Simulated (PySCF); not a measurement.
**[Ce(H2O)7]3+: other functionals and bases at one geometry**

Aim: see how levels, charges and forces of [Ce(H2O)7]3+ depend on the level of theory. The structure is generated, not taken from experiment.

Program: PySCF 2.14.0. Level of theory: several levels, as the steps say, no spin–orbit coupling. These are calculated values, not measurements.

3 further runs of the same task are left out: 2 for a known fault of the program, 1 that didn't finish.

**1. The system as given**

22 atoms, charge 3, spin multiplicity 1.

Bond lengths: Ce1–O2 2.522 Å, Ce1–O5 2.522 Å, Ce1–O8 2.568 Å, Ce1–O11 2.554 Å, Ce1–O14 2.563 Å, Ce1–O17 2.563 Å, Ce1–O20 2.554 Å, O2–H3 0.987 Å, O2–H4 0.987 Å, O5–H6 0.987 Å, O5–H7 0.987 Å, O8–H9 0.984 Å, O8–H10 0.984 Å, O11–H12 0.984 Å, O11–H13 0.984 Å, O14–H15 0.984 Å, O14–H16 0.984 Å, O17–H18 0.984 Å and more. Angles: O2–Ce1–O5 179.9°, O2–Ce1–O8 90.0°, O2–Ce1–O11 90.0°, O2–Ce1–O14 90.0°, O2–Ce1–O17 90.0°, O2–Ce1–O20 90.0°, O5–Ce1–O8 90.0°, O5–Ce1–O11 90.0°, O5–Ce1–O14 90.0°, O5–Ce1–O17 90.0°, O5–Ce1–O20 90.0°, O8–Ce1–O11 72.1°, O8–Ce1–O14 143.9°, O8–Ce1–O17 143.9°, O8–Ce1–O20 72.1°, O11–Ce1–O14 71.8°, O11–Ce1–O17 144.0°, O11–Ce1–O20 144.2° and more.

Coordinates:

```xyz
22
charge 3, multiplicity 1
Ce    0.0001    0.0000    0.0000
O    -0.0013    0.0000    2.5224
H     0.7695    0.0000    3.1389
H    -0.7730    0.0000    3.1379
O    -0.0013    0.0000   -2.5224
H     0.7695    0.0000   -3.1389
H    -0.7730    0.0000   -3.1379
O     2.5681    0.0000    0.0000
H     3.1824    0.0000    0.7691
H     3.1824    0.0000   -0.7691
O     0.7857    2.4299    0.0000
H     0.9568    3.0146    0.7730
H     0.9568    3.0146   -0.7730
O    -2.0700    1.5107    0.0000
H    -2.5455    1.8964    0.7707
H    -2.5455    1.8964   -0.7707
O    -2.0700   -1.5107    0.0000
H    -2.5455   -1.8964    0.7707
H    -2.5455   -1.8964   -0.7707
O     0.7857   -2.4299    0.0000
H     0.9568   -3.0146    0.7730
H     0.9568   -3.0146   -0.7730
```

Formal oxidation states: Ce +3. Each metal's 1 4f electrons lie in its core potential, so multiplicities, spins and levels count the valence alone. An earlier session relaxed this geometry at BP86, Ce lcecp-1-SVP with ECP47, O def2-SVP, H def2-SVP (singlet, point group C2v). Its vibrations showed it to be a saddle point, relaxed within its symmetry.

At BP86 on the finer grid: E = -566.132284 Eh, HOMO -18.79 eV, LUMO -13.88 eV, Mulliken charge on Ce1 +1.11 e, largest force component 0.004 eV/Å. 

Levels to run: CAM-B3LYP; wB97X; TPSSh; revPBE; BP86, TZVP; PBE0, SVP. Hardware: 4 threads of Intel Xeon Platinum 8259CL at 2.50GHz (Skylake/Cascade Lake), shared host.

**2. CAM-B3LYP**

run.py (the lines that set the calculation) reads:

```python
mol = gto.M(atom='''
Ce     0.00006     0.00000     0.00000
O     -0.00133     0.00000     2.52244
H      0.76952     0.00000     3.13891
H     -0.77302     0.00000     3.13788
O     -0.00133     0.00000    -2.52244
H      0.76952     0.00000    -3.13891
H     -0.77302     0.00000    -3.13788
O      2.56809     0.00000     0.00000
H      3.18242     0.00000     0.76914
H      3.18242     0.00000    -0.76914
O      0.78569     2.42986     0.00000
H      0.95677     3.01462     0.77304
H      0.95677     3.01462    -0.77304
O     -2.06999     1.51070     0.00000
H     -2.54548     1.89643     0.77074
H     -2.54548     1.89643    -0.77074
O     -2.06999    -1.51070     0.00000
H     -2.54548    -1.89643     0.77074
H     -2.54548    -1.89643    -0.77074
O      0.78569    -2.42986     0.00000
H      0.95677    -3.01462     0.77304
H      0.95677    -3.01462    -0.77304''',
    basis={'Ce': 'lcecp-1-SVP', 'O': 'def2-SVP', 'H': 'def2-SVP'},
    ecp={'Ce': 'lcecp-1-SVP'},
    charge=3, spin=0)
mf = dft.RKS(mol, xc='CAMB3LYP')
mf.grids.atom_grid = (75, 302)  # f atoms: unpruned, at least (60, 302)
mf = mf.density_fit()  # fitting sets: Ce AutoAux, O def2-universal-JKFIT, H def2-universal-JKFIT
mf.conv_tol = 1e-08; mf.max_cycle = 55
mf.kernel(dm0)  # dm0: the density of the relaxed state
```

Run with:

```console
OMP_NUM_THREADS=4 python run.py
```

What it wrote:

```text
init E= -565.858778633729
  HOMO = -0.816627720656426  LUMO = -0.422958323896114  gap/eV = 10.71229
cycle= 1 E= -565.864692486889  delta_E= -0.00591  |g|= 0.0654  |ddm|= 0.236
  HOMO = -0.806011716207267  LUMO = -0.430811511263407  gap/eV = 10.20972
cycle= 2 E= -565.864565660188  delta_E= 0.000127  |g|= 0.0726  |ddm|= 0.0964
  HOMO = -0.812447738552711  LUMO = -0.430711299808612  gap/eV = 10.38758
cycle= 3 E= -565.865499131503  delta_E= -0.000933  |g|= 0.00408  |ddm|= 0.0452
  HOMO = -0.812074723397995  LUMO = -0.429826369072128  gap/eV = 10.40151
cycle= 4 E= -565.865503490388  delta_E= -4.36e-06  |g|= 0.00102  |ddm|= 0.00457
  HOMO = -0.812050443680718  LUMO = -0.4300947108592  gap/eV = 10.39354
cycle= 5 E= -565.86550375564  delta_E= -2.65e-07  |g|= 0.000418  |ddm|= 0.0015
  HOMO = -0.812083064624618  LUMO = -0.430121335373986  gap/eV = 10.39371
cycle= 6 E= -565.865503789625  delta_E= -3.4e-08  |g|= 0.000112  |ddm|= 0.000375
  HOMO = -0.812074059898078  LUMO = -0.430111299652402  gap/eV = 10.39374
cycle= 7 E= -565.865503793025  delta_E= -3.4e-09  |g|= 1.22e-05  |ddm|= 0.000112
  HOMO = -0.812074714329837  LUMO = -0.430109176457282  gap/eV = 10.39381
Extra cycle  E= -565.865503793077  delta_E= -5.21e-11  |g|= 6.43e-06  |ddm|= 2.02e-05
converged SCF energy = -565.865503793077
```

Run time: 38 s. Hardware: 4 threads of Intel Xeon Platinum 8259CL at 2.50GHz (Skylake/Cascade Lake), shared host.

It gives: E = -565.865504 Eh, HOMO -22.10 eV, LUMO -11.70 eV, Mulliken charge on Ce1 +1.26 e, largest force component 0.515 eV/Å. 

**3. wB97X**

Edit run.py (the lines that set the calculation) of step 2 so:

```diff
@@ -26,3 +26,3 @@
     charge=3, spin=0)
-mf = dft.RKS(mol, xc='CAMB3LYP')
+mf = dft.RKS(mol, xc='WB97X')
 mf.grids.atom_grid = (75, 302)  # f atoms: unpruned, at least (60, 302)
```

Run with:

```console
OMP_NUM_THREADS=4 python run.py
```

What it wrote:

```text
init E= -565.949061324449
  HOMO = -0.85459122366971  LUMO = -0.387856973635338  gap/eV = 12.70049
cycle= 1 E= -565.957286388537  delta_E= -0.00823  |g|= 0.0341  |ddm|= 0.246
  HOMO = -0.850868600025946  LUMO = -0.396375953579663  gap/eV = 12.36737
cycle= 2 E= -565.957641379447  delta_E= -0.000355  |g|= 0.0164  |ddm|= 0.0625
  HOMO = -0.852664635458499  LUMO = -0.395172898432232  gap/eV = 12.44898
cycle= 3 E= -565.957699093611  delta_E= -5.77e-05  |g|= 0.009  |ddm|= 0.0167
  HOMO = -0.85163524141033  LUMO = -0.394586188343918  gap/eV = 12.43694
cycle= 4 E= -565.957715550589  delta_E= -1.65e-05  |g|= 0.00096  |ddm|= 0.00703
  HOMO = -0.851669479991383  LUMO = -0.394908651405596  gap/eV = 12.42910
cycle= 5 E= -565.957715979175  delta_E= -4.29e-07  |g|= 0.000204  |ddm|= 0.0018
  HOMO = -0.851682206473744  LUMO = -0.394894630684849  gap/eV = 12.42982
cycle= 6 E= -565.957716009837  delta_E= -3.07e-08  |g|= 0.000112  |ddm|= 0.000478
  HOMO = -0.851672023051023  LUMO = -0.394887710103026  gap/eV = 12.42973
cycle= 7 E= -565.95771601263  delta_E= -2.79e-09  |g|= 2.62e-05  |ddm|= 9.51e-05
  HOMO = -0.85167577124426  LUMO = -0.394885460270741  gap/eV = 12.42990
Extra cycle  E= -565.957716012756  delta_E= -1.25e-10  |g|= 2.28e-05  |ddm|= 3.56e-05
converged SCF energy = -565.957716012756
```

Wall time 36 s (4 threads of Intel Xeon Platinum 8259CL at 2.50GHz (Skylake/Cascade Lake), shared host).

Result: E = -565.957716 Eh, HOMO -23.18 eV, LUMO -10.75 eV, Mulliken charge on Ce1 +1.30 e, largest force component 0.674 eV/Å. 

**4. TPSSh**

Edit run.py (the lines that set the calculation) of step 3 so:

```diff
@@ -26,3 +26,3 @@
     charge=3, spin=0)
-mf = dft.RKS(mol, xc='WB97X')
+mf = dft.RKS(mol, xc='TPSSH')
 mf.grids.atom_grid = (75, 302)  # f atoms: unpruned, at least (60, 302)
```

Run with:

```console
OMP_NUM_THREADS=4 python run.py
```

What it wrote:

```text
init E= -566.042735344108
  HOMO = -0.722591005805427  LUMO = -0.480604143815604  gap/eV = 6.58480
cycle= 1 E= -566.045658126599  delta_E= -0.00292  |g|= 0.0442  |ddm|= 0.214
  HOMO = -0.715649568448745  LUMO = -0.48741314826478  gap/eV = 6.21063
cycle= 2 E= -566.0452324681  delta_E= 0.000426  |g|= 0.0667  |ddm|= 0.0908
  HOMO = -0.719650242569541  LUMO = -0.485700716639541  gap/eV = 6.36609
cycle= 3 E= -566.046081140369  delta_E= -0.000849  |g|= 0.00418  |ddm|= 0.0462
  HOMO = -0.719313174742193  LUMO = -0.484422050406715  gap/eV = 6.39171
cycle= 4 E= -566.046086172749  delta_E= -5.03e-06  |g|= 0.000617  |ddm|= 0.00703
  HOMO = -0.719278880496149  LUMO = -0.48445029347833  gap/eV = 6.39001
cycle= 5 E= -566.046086213352  delta_E= -4.06e-08  |g|= 0.0004  |ddm|= 0.000583
  HOMO = -0.719307540846465  LUMO = -0.484468174573581  gap/eV = 6.39030
cycle= 6 E= -566.046086242744  delta_E= -2.94e-08  |g|= 7.27e-05  |ddm|= 0.000301
  HOMO = -0.719304250961863  LUMO = -0.484472824748866  gap/eV = 6.39009
cycle= 7 E= -566.046086243755  delta_E= -1.01e-09  |g|= 1.81e-06  |ddm|= 6.19e-05
  HOMO = -0.719304101507257  LUMO = -0.484472975696881  gap/eV = 6.39008
Extra cycle  E= -566.046086243754  delta_E= 1.36e-12  |g|= 2.5e-06  |ddm|= 2.78e-06
converged SCF energy = -566.046086243754
```

It took 46 s on 4 threads of Intel Xeon Platinum 8259CL at 2.50GHz (Skylake/Cascade Lake), shared host.

It gives: E = -566.046086 Eh, HOMO -19.57 eV, LUMO -13.18 eV, Mulliken charge on Ce1 +1.29 e, largest force component 0.391 eV/Å. 

**5. revPBE**

Edit run.py (the lines that set the calculation) of step 4 so:

```diff
@@ -26,3 +26,3 @@
     charge=3, spin=0)
-mf = dft.RKS(mol, xc='TPSSH')
+mf = dft.RKS(mol, xc='PBE_R,PBE')
 mf.grids.atom_grid = (75, 302)  # f atoms: unpruned, at least (60, 302)
```

Run with:

```console
OMP_NUM_THREADS=4 python run.py
```

What it wrote:

```text
init E= -565.927413907587
  HOMO = -0.683608447433109  LUMO = -0.498977267180877  gap/eV = 5.02407
cycle= 1 E= -565.928225212958  delta_E= -0.000811  |g|= 0.0221  |ddm|= 0.124
  HOMO = -0.687828789861815  LUMO = -0.504671584840438  gap/eV = 4.98396
cycle= 2 E= -565.928147954385  delta_E= 7.73e-05  |g|= 0.0319  |ddm|= 0.0426
  HOMO = -0.685169132838057  LUMO = -0.502419826855979  gap/eV = 4.97286
cycle= 3 E= -565.928337334438  delta_E= -0.000189  |g|= 0.00527  |ddm|= 0.0236
  HOMO = -0.685275193724747  LUMO = -0.501678024037279  gap/eV = 4.99593
cycle= 4 E= -565.928343942227  delta_E= -6.61e-06  |g|= 0.000629  |ddm|= 0.00599
  HOMO = -0.685272078146331  LUMO = -0.501764818085915  gap/eV = 4.99349
cycle= 5 E= -565.928344027429  delta_E= -8.52e-08  |g|= 0.000231  |ddm|= 0.000991
  HOMO = -0.68526273019128  LUMO = -0.501765475948318  gap/eV = 4.99321
cycle= 6 E= -565.928344037201  delta_E= -9.77e-09  |g|= 2.09e-05  |ddm|= 0.000157
  HOMO = -0.685265272431547  LUMO = -0.501763263595945  gap/eV = 4.99334
Extra cycle  E= -565.928344037027  delta_E= 1.75e-10  |g|= 3.75e-05  |ddm|= 4.32e-05
converged SCF energy = -565.928344037027
```

It took 29 s on 4 threads of Intel Xeon Platinum 8259CL at 2.50GHz (Skylake/Cascade Lake), shared host.

Read off: E = -565.928344 Eh, HOMO -18.65 eV, LUMO -13.65 eV, Mulliken charge on Ce1 +1.14 e, largest force component 0.199 eV/Å. 

**6. BP86, TZVP**

Basis: Ce lcecp-1-TZVP with ECP47, O def2-TZVP, H def2-TZVP. 

Edit run.py (the lines that set the calculation) of step 5 so:

```diff
@@ -23,6 +23,6 @@
 H      0.95677    -3.01462    -0.77304''',
-    basis={'Ce': 'lcecp-1-SVP', 'O': 'def2-SVP', 'H': 'def2-SVP'},
-    ecp={'Ce': 'lcecp-1-SVP'},
+    basis={'Ce': 'lcecp-1-TZVP', 'O': 'def2-TZVP', 'H': 'def2-TZVP'},
+    ecp={'Ce': 'lcecp-1-TZVP'},
     charge=3, spin=0)
-mf = dft.RKS(mol, xc='PBE_R,PBE')
+mf = dft.RKS(mol, xc='B88,P86')
 mf.grids.atom_grid = (75, 302)  # f atoms: unpruned, at least (60, 302)
@@ -30,2 +30,2 @@
 mf.conv_tol = 1e-08; mf.max_cycle = 55
-mf.kernel(dm0)  # dm0: the density of the relaxed state
+mf.kernel(dm0)  # dm0: free metal ions and neutral atoms
```

Run with:

```console
OMP_NUM_THREADS=4 python run.py
```

What it wrote:

```text
init E= -557.723337782038
  HOMO = -1.0583535971415  LUMO = -0.698269081758677  gap/eV = 9.79840
cycle= 1 E= -564.211534329  delta_E= -6.49  |g|=    4  |ddm|= 2.95
  HOMO = -0.350848213029673  LUMO = -0.343508586760026  gap/eV = 0.19972
cycle= 2 E= -554.301058729338  delta_E= 9.91  |g|= 7.27  |ddm|= 6.46
  HOMO = -0.764165399546073  LUMO = -0.452403310507772  gap/eV = 8.48348
cycle= 3 E= -566.566976195228  delta_E= -12.3  |g|= 0.905  |ddm|= 5.75
  HOMO = -0.716578756098893  LUMO = -0.564191735465087  gap/eV = 4.14666
cycle= 4 E= -566.738073500801  delta_E= -0.171  |g|= 0.334  |ddm|= 1.31
  HOMO = -0.697150917562709  LUMO = -0.507755247657866  gap/eV = 5.15372
cycle= 5 E= -566.762258756316  delta_E= -0.0242  |g|= 0.114  |ddm|= 0.371
  HOMO = -0.692634552848169  LUMO = -0.508505597837708  gap/eV = 5.01040
cycle= 6 E= -566.763881350581  delta_E= -0.00162  |g|= 0.0555  |ddm|= 0.0729
  HOMO = -0.695647020139819  LUMO = -0.512589284534319  gap/eV = 4.98125
cycle= 7 E= -566.764444417274  delta_E= -0.000563  |g|= 0.00197  |ddm|= 0.0323
  HOMO = -0.695641105397518  LUMO = -0.512472486336658  gap/eV = 4.98427
cycle= 8 E= -566.764444829124  delta_E= -4.12e-07  |g|= 0.00166  |ddm|= 0.00264
  HOMO = -0.695592946033063  LUMO = -0.512456896658053  gap/eV = 4.98339
cycle= 9 E= -566.764445268931  delta_E= -4.4e-07  |g|= 0.000305  |ddm|= 0.000815
  HOMO = -0.695591768614514  LUMO = -0.51245794909161  gap/eV = 4.98333
cycle= 10 E= -566.764445285063  delta_E= -1.61e-08  |g|= 3.91e-05  |ddm|= 0.000188
  HOMO = -0.695591302008584  LUMO = -0.512459682344202  gap/eV = 4.98327
cycle= 11 E= -566.76444528534  delta_E= -2.76e-10  |g|= 5.84e-06  |ddm|= 2.4e-05
  HOMO = -0.69559023132209  LUMO = -0.5124595834704  gap/eV = 4.98324
Extra cycle  E= -566.764445285326  delta_E= 1.41e-11  |g|= 1.09e-05  |ddm|= 8.57e-06
converged SCF energy = -566.764445285326
```

Wall time 89 s (4 threads of Intel Xeon Platinum 8259CL at 2.50GHz (Skylake/Cascade Lake), shared host).

Read off: E = -566.764445 Eh, HOMO -18.93 eV, LUMO -13.94 eV, Mulliken charge on Ce1 +1.91 e, largest force component 0.364 eV/Å. 

**7. PBE0, SVP**

Basis: Ce def2-SVP with ECP28, O def2-SVP, H def2-SVP. The 4f electrons are now in the valence.

Edit run.py (the lines that set the calculation) of step 6 so:

```diff
@@ -23,8 +23,8 @@
 H      0.95677    -3.01462    -0.77304''',
-    basis={'Ce': 'lcecp-1-TZVP', 'O': 'def2-TZVP', 'H': 'def2-TZVP'},
-    ecp={'Ce': 'lcecp-1-TZVP'},
-    charge=3, spin=0)
-mf = dft.RKS(mol, xc='B88,P86')
+    basis={'Ce': 'def2-SVP', 'O': 'def2-SVP', 'H': 'def2-SVP'},
+    ecp={'Ce': 'def2-SVP'},
+    charge=3, spin=1)
+mf = dft.UKS(mol, xc='PBE0')
 mf.grids.atom_grid = (75, 302)  # f atoms: unpruned, at least (60, 302)
-mf = mf.density_fit()  # fitting sets: Ce AutoAux, O def2-universal-JKFIT, H def2-universal-JKFIT
+mf = mf.density_fit()  # fitting sets: Ce def2-universal-JKFIT, O def2-universal-JKFIT, H def2-universal-JKFIT
 mf.conv_tol = 1e-08; mf.max_cycle = 55
```

Run with:

```console
OMP_NUM_THREADS=4 python run.py
```

What it wrote:

```text
init E= -1007.41749837665
  HOMO = -0.991396241367  LUMO = -0.934795618763  gap/eV = 1.54018
cycle= 1 E= -1007.27198754547  delta_E= 0.146  |g|= 1.51  |ddm|= 2.88
cycle= 2 E= -1006.31771659683  delta_E= 0.954  |g|= 2.14  |ddm|= 3.83
  HOMO = -0.757837625876  LUMO = -0.609542250593  gap/eV = 4.03532
cycle= 3 E= -1008.2189685076  delta_E= -1.9  |g|= 0.424  |ddm|= 3.23
  HOMO = -0.688196666715  LUMO = -0.494741924265  gap/eV = 5.26417
cycle= 4 E= -1008.25555498893  delta_E= -0.0366  |g|= 0.12  |ddm|= 0.324
  HOMO = -0.736457060918  LUMO = -0.503391317231  gap/eV = 6.34204
cycle= 5 E= -1008.25963001662  delta_E= -0.00408  |g|= 0.058  |ddm|= 0.0945
  HOMO = -0.726281971176  LUMO = -0.481698515862  gap/eV = 6.65545
cycle= 6 E= -1008.26098385458  delta_E= -0.00135  |g|= 0.00942  |ddm|= 0.0546
  HOMO = -0.726228800714  LUMO = -0.479844606786  gap/eV = 6.70446
cycle= 7 E= -1008.26100131694  delta_E= -1.75e-05  |g|= 0.00431  |ddm|= 0.00719
  HOMO = -0.726127043008  LUMO = -0.479225169255  gap/eV = 6.71854
cycle= 8 E= -1008.26100727623  delta_E= -5.96e-06  |g|= 0.000998  |ddm|= 0.00289
  HOMO = -0.725838681118  LUMO = -0.478745107173  gap/eV = 6.72376
cycle= 9 E= -1008.26100781153  delta_E= -5.35e-07  |g|= 0.00023  |ddm|= 0.00131
  HOMO = -0.725834605524  LUMO = -0.478696136542  gap/eV = 6.72498
cycle= 10 E= -1008.26100806909  delta_E= -2.58e-07  |g|= 0.000193  |ddm|= 0.000905
  HOMO = -0.725830845334  LUMO = -0.478668661252  gap/eV = 6.72563
cycle= 11 E= -1008.26100843691  delta_E= -3.68e-07  |g|= 0.00014  |ddm|= 0.00167
  HOMO = -0.725831152148  LUMO = -0.478642350772  gap/eV = 6.72635
cycle= 12 E= -1008.26100866683  delta_E= -2.3e-07  |g|= 0.000108  |ddm|= 0.00163
  HOMO = -0.725825349017  LUMO = -0.478600984591  gap/eV = 6.72732
cycle= 13 E= -1008.26100877101  delta_E= -1.04e-07  |g|= 2.9e-05  |ddm|= 0.00158
  HOMO = -0.725822086158  LUMO = -0.478591024779  gap/eV = 6.72750
cycle= 14 E= -1008.26100877819  delta_E= -7.18e-09  |g|= 1.2e-05  |ddm|= 0.000459
  HOMO = -0.725818205261  LUMO = -0.478587765619  gap/eV = 6.72748
Extra cycle  E= -1008.26100877824  delta_E= -4.57e-11  |g|= 1.3e-05  |ddm|= 1.66e-05
converged SCF energy = -1008.26100877824  <S^2> = 0.75073763  2S+1 = 2.0007375
```

Wall time 2.1 min (4 threads of Intel Xeon Platinum 8259CL at 2.50GHz (Skylake/Cascade Lake), shared host).

It gives: E = -1008.261009 Eh, HOMO -19.75 eV, LUMO -13.71 eV (over both spins), ⟨S²⟩ = 0.751, Mulliken charge on Ce1 +1.55 e, largest force component 0.487 eV/Å. 

**8. Results**

| level | state | HOMO (eV) | gap (eV) | charge on Ce1 (e) | dipole (D) | largest force (eV/Å) | basis functions | time |
| --- | --- | --- | --- | --- | --- | --- | --- | --- |
| BP86 (relaxed here) | singlet | -18.79 | 4.91 | 1.11 | 0.02 | 0.00 | 201 | 22 s |
| CAM-B3LYP | singlet | -22.10 | 10.39 | 1.26 | 0.02 | 0.51 | 201 | 38 s |
| wB97X | singlet | -23.18 | 12.43 | 1.30 | 0.02 | 0.67 | 201 | 36 s |
| TPSSh | singlet | -19.57 | 6.39 | 1.29 | 0.02 | 0.39 | 201 | 46 s |
| revPBE | singlet | -18.65 | 4.99 | 1.14 | 0.02 | 0.20 | 201 | 29 s |
| BP86, TZVP | singlet | -18.93 | 4.98 | 1.91 | 0.02 | 0.36 | 348 | 89 s |
| PBE0, SVP | doublet | -19.75 | 6.04 | 1.55 | 0.00 | 0.49 | 246 | 2.1 min |

Times are on 4 threads of Intel Xeon Platinum 8259CL at 2.50GHz (Skylake/Cascade Lake), shared host; the first row also made further properties. The dipole of a charged species depends on the origin, so these sizes hold for this origin alone.

In one basis the HOMO–LUMO gap runs from 4.91 eV (BP86) to 12.43 eV (wB97X). The largest leftover force, 0.67 eV/Å with wB97X, stands at a geometry relaxed at another level. The Mulliken charge on Ce spans +1.11 to +1.91 e over the levels. With 4f in the core, its levels are missing from HOMO and gap. Total energies of different levels can't be compared. Spin–orbit coupling is left out throughout.
